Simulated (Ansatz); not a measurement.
## Ga3Se under changes of volume

One of the cells (21.771 Å³/atom); the others are scaled copies at fixed shape and fractional positions:

```xyz
4
Lattice="4.4325 0.0000 0.0000 0.0000 4.4325 0.0000 0.0000 0.0000 4.4325" Properties=species:S:1:pos:R:3 pbc="T T T"
Se    0.0000    0.0000    0.0000
Ga    2.2162    2.2162    0.0000
Ga    2.2162    0.0000    2.2162
Ga    0.0000    2.2162    2.2162
```

The cell comes from a database or a generator and needn't be the stable form of this composition.

| Quantity | Value |
| --- | --- |
| Program | Ansatz 0.2.0 |
| Functional | PBEsol |
| Potentials or basis | all-electron LAPW, scalar-relativistic |
| Cutoff | 173 eV (chosen from the basis error) |
| Basis error allowed | 0.001 eV/atom |
| k mesh | 6 × 6 × 6 |
| Occupations | fermi-dirac, width 0.05 eV |
| Spin | no spin polarisation |

| volume (Å³/atom) | energy over the lowest point (meV/atom) | pressure (GPa) |
| --- | --- | --- |
| 20.465 | 0.00 | -1.2 |
| 20.900 | 4.56 | -2.1 |
| 21.335 | 11.46 | -2.9 |
| 21.771 | 20.39 | -3.6 |
| 22.206 | 31.10 | -4.2 |
| 22.642 | 43.33 | -4.7 |
| 23.077 | ? | ? |

Task: What does the run at 23.077 Å³/atom give?

Result: Energy over the lowest point 56.85 meV/atom; pressure -5.2 GPa.

Worked out: A Birch-Murnaghan fit of order 3 (a polynomial in V^(-2/3)) to the other rows has its minimum at 19.97 Å³/atom, just outside them, with B0 = V·E''(V) = 53 GPa and B' = 5.4. It gives 56.86 meV/atom at 23.077 Å³/atom, against the run's 56.85, and -dE/dV = -5.2 GPa, against -5.2.

Energies are extrapolated to zero smearing.
